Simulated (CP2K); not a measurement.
**CH6Ge (methyl germane) at MP2/def2-SVPD**

Wanted: a single-point energy of CH6Ge (methyl germane). 

The results are computed with CP2K 2026.2.

1 further run of the same task is left out (set aside as unsound or not needed).

### 1 The structure to begin with

CH6Ge: 8 atoms, total charge 0, spin state singlet. SMILES: `[CH3][GeH3]`. The coordinates come from a PBE0-D4/def2-TZVP relaxation.

Bond lengths: C1–Ge2 1.953 Å, C1–H3 1.090 Å, C1–H4 1.090 Å, C1–H5 1.091 Å, Ge2–H6 1.539 Å, Ge2–H7 1.539 Å, Ge2–H8 1.539 Å. Some angles: C1–Ge2–H6 110.4°, C1–Ge2–H7 110.4°, C1–Ge2–H8 110.4°, Ge2–C1–H3 110.3°, Ge2–C1–H4 110.3°, Ge2–C1–H5 110.3°, H6–Ge2–H7 108.5°, H6–Ge2–H8 108.5°, H7–Ge2–H8 108.5°, H3–C1–H4 108.6°.

### 2 A single-point energy at MP2/def2-SVPD

Contents of job.inp:

```
&GLOBAL
   PROJECT_NAME job
   RUN_TYPE ENERGY
   PRINT_LEVEL MEDIUM
&END GLOBAL

&FORCE_EVAL
   METHOD QS
   &DFT
      BASIS_SET_FILE_NAME ./def2_svpd.basis
      POTENTIAL_FILE_NAME POTENTIAL
      &QS
         METHOD GAPW
         EPS_DEFAULT 1.0E-10
      &END QS
      # plane-wave cutoff in Ry
      &MGRID
         CUTOFF 280
         REL_CUTOFF 50
         NGRIDS 4
      &END MGRID
      # no periodic images
      &POISSON
         PERIODIC NONE
         POISSON_SOLVER MULTIPOLE
      &END POISSON
      &SCF
         SCF_GUESS ATOMIC
         EPS_SCF 1.0E-07
         MAX_SCF 150
         ADDED_MOS 10
         &DIAGONALIZATION
            ALGORITHM STANDARD
         &END DIAGONALIZATION
         &MIXING
            METHOD DIRECT_P_MIXING
            ALPHA 0.4
         &END MIXING
      &END SCF
      &XC
         &XC_FUNCTIONAL NONE
         &END XC_FUNCTIONAL
         # exact exchange
         &HF
            FRACTION 1
            &SCREENING
               EPS_SCHWARZ 1.0E-10
            &END SCREENING
            &MEMORY
               MAX_MEMORY 1050
            &END MEMORY
         &END HF
         &WF_CORRELATION
            &MP2
               METHOD DIRECT_CANONICAL
            &END MP2
            MEMORY 900
         &END WF_CORRELATION
      &END XC
      # extra output
      &PRINT
         &MOMENTS
            PERIODIC F
            REFERENCE COM
            MAX_MOMENT 1
         &END MOMENTS
         &MO ON
            ENERGIES T
            OCCUPATION_NUMBERS T
            NDIGITS 6
            &EACH
               QS_SCF 0
            &END EACH
            ADD_LAST NUMERIC
         &END MO
         &LOWDIN ON
         &END LOWDIN
         &HIRSHFELD OFF
         &END HIRSHFELD
         &MO_MOLDEN ON
            NDIGITS 8
         &END MO_MOLDEN
      &END PRINT
   &END DFT
   # structure
   &SUBSYS
      &CELL
         ABC 11.8 11.1 12
         PERIODIC NONE
      &END CELL
      &COORD
         UNIT bohr
         C     -0.5875159     0.3596149    -1.8356800
         Ge     0.5610597    -0.3437412     1.6000311
         H     -2.6080110     0.7638273    -1.8453176
         H      0.4134721     1.9883698    -2.6047985
         H     -0.2354599    -1.2649827    -3.0537974
         H      0.0580146     1.9430164     3.3261070
         H      3.4149241    -0.9063126     1.6208181
         H     -0.8422509    -2.6478842     2.6873795
      &END COORD
      &TOPOLOGY
         &CENTER_COORDINATES
         &END CENTER_COORDINATES
      &END TOPOLOGY
      &KIND C
         BASIS_SET def2-SVPD
         POTENTIAL ALL
         LEBEDEV_GRID 194
         RADIAL_GRID 100
      &END KIND
      &KIND Ge
         BASIS_SET def2-SVPD
         POTENTIAL ALL
         LEBEDEV_GRID 194
         RADIAL_GRID 100
      &END KIND
      &KIND H
         BASIS_SET def2-SVPD
         POTENTIAL ALL
         LEBEDEV_GRID 194
         RADIAL_GRID 100
      &END KIND
   &END SUBSYS
&END FORCE_EVAL
```

Launch:

```
$ OMP_NUM_THREADS=1 cp2k.psmp job.inp > job.out
```

**Question.** What will come out? Wanted: total energy; dipole moment; HOMO energy; LUMO energy; HOMO–LUMO gap; correlation energy.

**Answer.** As computed:

Level: MP2/def2-SVPD.

```
                                               quantity           value
                                           total energy  -2116.88813 Eh
dipole moment (of the density that the program reports)          0.69 D
                    HOMO energy (Hartree–Fock orbitals)       -11.97 eV
                    LUMO energy (Hartree–Fock orbitals)         2.21 eV
                  HOMO–LUMO gap (Hartree–Fock orbitals)        14.18 eV
                                     correlation energy      -454.9 mEh
```
